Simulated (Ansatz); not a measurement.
## TeW2 under changes of volume

One of the cells (20.442 Å³/atom); the others are scaled copies at fixed shape and fractional positions:

```
Te W
1.0
     0.00000    3.12995    3.12995
     3.12995    0.00000    3.12995
     3.12995    3.12995    0.00000
Te W
1 2
Direct
  0.00000 0.00000 0.00000
  0.25000 0.25000 0.25000
  0.75000 0.75000 0.75000
```

The cell was built by a generator and needn't be a form met in nature.

| Item | Value |
| --- | --- |
| Program | Ansatz 0.2.0 |
| Functional | PBE |
| Potentials or basis | all-electron LAPW, scalar-relativistic |
| Cutoff | 283 eV (chosen from the basis error) |
| Basis error allowed | 0.001 eV/atom |
| k mesh | 7 × 7 × 7 |
| Occupations | fermi-dirac, width 0.05 eV |
| Spin | no spin polarisation |

| volume (Å³/atom) | energy over the lowest point (meV/atom) | pressure (GPa) |
| --- | --- | --- |
| 19.215 | 33.66 | 10.8 |
| 19.624 | 12.32 | 6.3 |
| 20.033 | 1.62 | 2.5 |
| 20.442 | 0.00 | -0.9 |
| 20.851 | 6.63 | -4.0 |
| 21.259 | ? | ? |
| 21.668 | 41.30 | -9.2 |

Task: What does the run at 21.259 Å³/atom give?

Result: Energy over the lowest point 20.73 meV/atom; pressure -6.8 GPa.

Worked out: A Birch-Murnaghan fit of order 3 (a polynomial in V^(-2/3)) to the other rows has its minimum at 20.31 Å³/atom with B0 = V·E''(V) = 167 GPa and B' = 4.7. It gives 20.68 meV/atom at 21.259 Å³/atom, against the run's 20.73, and -dE/dV = -6.8 GPa, against -6.8.

Energies are extrapolated to zero smearing.

The runs don't all hold the same shells in valence.
